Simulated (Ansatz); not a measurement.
# Alloy of ZnSiP2 and CdSiP2 (2 of 16 Zn sites exchanged), 64 atoms

Aim: relax the alloy cell and compare the gap by PBEsol and HSE06.

Method: density functional theory in Ansatz 0.2.0, PAW datasets, plane waves.

## 1. Starting point

64 atoms (14 Zn, 2 Cd, 16 Si, 32 P); a = 10.775 Å, b = 10.775 Å, c = 10.452 Å, α = 90.00°, β = 90.00°, γ = 90.00°. All atoms were shaken off their sites by about 0.02 Å along each axis.

The runs, in order: (2) PBEsol cell relaxation at the single k point (¼, ¼, ¼), on 1 × NVIDIA GB300 Max-Q with 8 threads of Arm Neoverse-V2; (3) HSE06 single point at the single k point (¼, ¼, ¼), on 1 × NVIDIA GB300 Max-Q with 8 threads of Arm Neoverse-V2.

## 2. PBEsol relaxation of the cell and the positions

in.yaml reads:

```yaml
crystal:
  lattice:
    - [10.774808, -0.000053, -0.000016]
    - [-0.000053, 10.774808, -0.000016]
    - [-0.000015, -0.000015, 10.451835]
  atoms:
    - { symbol: Zn, position: [0.001456, 0.998234, 0.995654] }
    - { symbol: Zn, position: [0.002002, 0.497866, 0.998340] }
    - { symbol: Zn, position: [0.500910, 0.001784, 0.000192] }
    - { symbol: Zn, position: [0.498830, 0.498719, 0.999888] }
    - { symbol: Zn, position: [0.001544, 0.249065, 0.250561] }
    - { symbol: Zn, position: [0.999431, 0.752362, 0.248576] }
    - { symbol: Zn, position: [0.498739, 0.749389, 0.250023] }
    - { symbol: Zn, position: [0.249490, 0.999248, 0.750116] }
    - { symbol: Zn, position: [0.252188, 0.497996, 0.750413] }
    - { symbol: Zn, position: [0.751114, 0.002212, 0.746931] }
    - { symbol: Zn, position: [0.749244, 0.502600, 0.751222] }
    - { symbol: Zn, position: [0.246852, 0.750261, 0.496959] }
    - { symbol: Zn, position: [0.749003, 0.248161, 0.499095] }
    - { symbol: Zn, position: [0.744324, 0.752094, 0.499278] }
    - { symbol: Cd, position: [0.499572, 0.251533, 0.250891] }
    - { symbol: Cd, position: [0.249142, 0.251485, 0.500514] }
    - { symbol: Si, position: [0.000174, 0.002132, 0.499434] }
    - { symbol: Si, position: [0.000769, 0.500586, 0.497076] }
    - { symbol: Si, position: [0.502635, 0.999606, 0.498179] }
    - { symbol: Si, position: [0.502559, 0.498683, 0.501939] }
    - { symbol: Si, position: [0.251603, 0.000665, 0.251042] }
    - { symbol: Si, position: [0.248668, 0.498756, 0.256599] }
    - { symbol: Si, position: [0.751228, 0.998301, 0.252362] }
    - { symbol: Si, position: [0.747536, 0.500859, 0.253097] }
    - { symbol: Si, position: [0.250949, 0.250046, 0.998818] }
    - { symbol: Si, position: [0.249976, 0.749218, 0.000598] }
    - { symbol: Si, position: [0.750811, 0.246515, 0.001980] }
    - { symbol: Si, position: [0.748176, 0.749721, 0.002780] }
    - { symbol: Si, position: [0.002662, 0.252603, 0.748380] }
    - { symbol: Si, position: [0.997843, 0.750636, 0.747687] }
    - { symbol: Si, position: [0.501233, 0.253102, 0.747323] }
    - { symbol: Si, position: [0.497083, 0.746771, 0.747285] }
    - { symbol: P, position: [0.133956, 0.122230, 0.125851] }
    - { symbol: P, position: [0.132938, 0.623648, 0.123228] }
    - { symbol: P, position: [0.636028, 0.124015, 0.126474] }
    - { symbol: P, position: [0.635994, 0.626392, 0.122003] }
    - { symbol: P, position: [0.117175, 0.124862, 0.625623] }
    - { symbol: P, position: [0.117276, 0.622479, 0.624210] }
    - { symbol: P, position: [0.615961, 0.124652, 0.624136] }
    - { symbol: P, position: [0.615952, 0.624033, 0.622873] }
    - { symbol: P, position: [0.366352, 0.374141, 0.123982] }
    - { symbol: P, position: [0.367265, 0.878463, 0.124729] }
    - { symbol: P, position: [0.865845, 0.375342, 0.125961] }
    - { symbol: P, position: [0.864085, 0.875247, 0.124229] }
    - { symbol: P, position: [0.373269, 0.116702, 0.375525] }
    - { symbol: P, position: [0.372630, 0.614800, 0.375430] }
    - { symbol: P, position: [0.873927, 0.117424, 0.376623] }
    - { symbol: P, position: [0.875372, 0.616840, 0.374643] }
    - { symbol: P, position: [0.122948, 0.385562, 0.375679] }
    - { symbol: P, position: [0.126628, 0.881899, 0.377309] }
    - { symbol: P, position: [0.621060, 0.379958, 0.374688] }
    - { symbol: P, position: [0.624635, 0.883049, 0.372580] }
    - { symbol: P, position: [0.124568, 0.367350, 0.873606] }
    - { symbol: P, position: [0.126627, 0.871535, 0.876817] }
    - { symbol: P, position: [0.623498, 0.367443, 0.877036] }
    - { symbol: P, position: [0.626558, 0.867919, 0.875629] }
    - { symbol: P, position: [0.385179, 0.372496, 0.628075] }
    - { symbol: P, position: [0.384754, 0.876906, 0.627034] }
    - { symbol: P, position: [0.883926, 0.375634, 0.626148] }
    - { symbol: P, position: [0.887302, 0.873763, 0.622751] }
    - { symbol: P, position: [0.371464, 0.133894, 0.875539] }
    - { symbol: P, position: [0.377230, 0.633934, 0.873108] }
    - { symbol: P, position: [0.873871, 0.133560, 0.875887] }
    - { symbol: P, position: [0.874227, 0.633538, 0.874307] }
  symmetry: { detect: false }
kpoints:
  mp_grid: { grid: [1, 1, 1], shift: [0.25, 0.25, 0.25] }
hamiltonian:
  xc: pbesol
scf:
  occupations: { method: fermi_dirac, width: 0.01 }
relax:
  f_tol: 0.03
  max_steps: 80
  escape_saddle: false
  adjacent_minimum: "off"
  cell: { fix: [alpha, beta, gamma] }
output:
  forces: true
  eigenvalues: true
  populations: true
```

On the command line:

```sh
$ ansatz run in.yaml --threads 8 --pin off --max-ram 118750MiB --runs-dir r --events-out ev --progress --plain --backend cuda --devices 0,
```

After this run come: Single point with HSE06.

Before running it: what results should come out? Wanted: for each run, top filled to lowest empty.

The runs gave:

| level | time | top filled to lowest empty (eV) |
| --- | --- | --- |
| PBEsol, relaxation | 9.8 s (GPU) | 1.76 |
| HSE06 | 27 s (GPU) | 2.61 |

| quantity | value |
| --- | --- |
| relaxation | 5 recorded steps, 1.26 eV gained |
| largest shift | 0.20 Å (P51) |
| relaxed cell | a = 10.773 Å, b = 10.777 Å, c = 10.462 Å, α = 90.00°, β = 90.00°, γ = 90.00° |
| mean bonds | Cd–P 2.488, P–Si 2.255, P–Zn 2.353 Å |

**In words.** The relaxation lowers the energy by 1.26 eV; the largest shift is 0.20 Å (P51), while the volume changes by +0.1 %. The mean lengths of the listed bonds run from P–Si 2.26 Å to Cd–P 2.49 Å. At the same k points, PBEsol gives a spacing 0.85 eV smaller than the 2.61 eV of HSE06. With one k point the spacing samples only the states that fold onto it, so it can exceed the gap over the zone.
